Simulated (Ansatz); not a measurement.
**BBrFH3Si: basis-set convergence**

The task here is to estimate one member of a computed series from the others.

Method: one geometry, several basis sets; program: Ansatz 0.2.0, Gaussian basis.

The runs, in order: PBE0-D4/def2-SVP; ωB97M-V/def2-SVP; PBE0-D4/def2-QZVPP; ωB97M-V/def2-QZVPP; the functionals' def2-TZVPP values are taken from earlier runs.

### Structure used throughout

The geometry comes from an earlier relaxation with PBE0-D4 in a triple-zeta def2 set; it is a stationary point, not always the lowest conformer.

SMILES `FB([SiH3])Br`, 7 atoms, charge 0, spin multiplicity 1.

Atoms are counted from 1 here; the program's logs count them from 0.

Bond lengths: F1–B2 1.313 Å, B2–Si3 2.027 Å, B2–Br4 1.923 Å, Si3–H5 1.487 Å, Si3–H6 1.486 Å, Si3–H7 1.487 Å. Angles: F1–B2–Si3 123.6°, F1–B2–Br4 116.8°, Si3–B2–Br4 119.5°, B2–Si3–H5 108.5°, B2–Si3–H6 111.9°, B2–Si3–H7 108.5°, H5–Si3–H6 109.6°, H5–Si3–H7 108.7°, H6–Si3–H7 109.6°.

Set-up of the first run:

in.yaml

```yaml
crystal:
  periodic: [false, false, false]
  atoms:
    - {symbol: F, position_ang: [-1.494012, -1.156519, 1.131463]}
    - {symbol: B, position_ang: [-0.779644, -0.823922, 0.081220]}
    - {symbol: Si, position_ang: [0.597407, 0.663392, 0.084863]}
    - {symbol: Br, position_ang: [-1.087219, -1.827385, -1.529782]}
    - {symbol: H, position_ang: [0.210518, 1.667499, -0.940925]}
    - {symbol: H, position_ang: [0.697666, 1.322285, 1.413151]}
    - {symbol: H, position_ang: [1.916584, 0.086750, -0.285692]}
basis:
  gaussian: {orbitals: def2-SVP}
hamiltonian: {xc: pbe0, dispersion: d4}
output: {orbitals: {seedname: orbitals}}
```

The run is started by

```bash
$ ansatz run in.yaml --threads 2 --pin off --events-out ev --progress --plain --max-ram 4352MiB
```

Steps of the session up to this table: PBE0-D4 in def2-SVP; ωB97M-V in def2-SVP; PBE0-D4 in def2-QZVPP; ωB97M-V in def2-QZVPP.

One table of the session follows, with a row left open; its other results are not shown here.

It belongs to the step «Functionals by basis». 

```
functional       basis  HOMO (eV)  LUMO (eV)
   PBE0-D4    def2-SVP      -8.32      -1.73
   PBE0-D4  def2-TZVPP          ?          ?
   PBE0-D4  def2-QZVPP      -8.39      -1.87
   ωB97M-V    def2-SVP     -10.42       0.37
   ωB97M-V  def2-TZVPP     -10.51       0.19
   ωB97M-V  def2-QZVPP     -10.53       0.15
```

**Question.** Estimate the row for PBE0-D4, def2-TZVPP.

As computed: HOMO (eV): -8.38; LUMO (eV): -1.84. In the column «HOMO (eV)» it lies between PBE0-D4, def2-QZVPP (-8.39) and PBE0-D4, def2-SVP (-8.32).
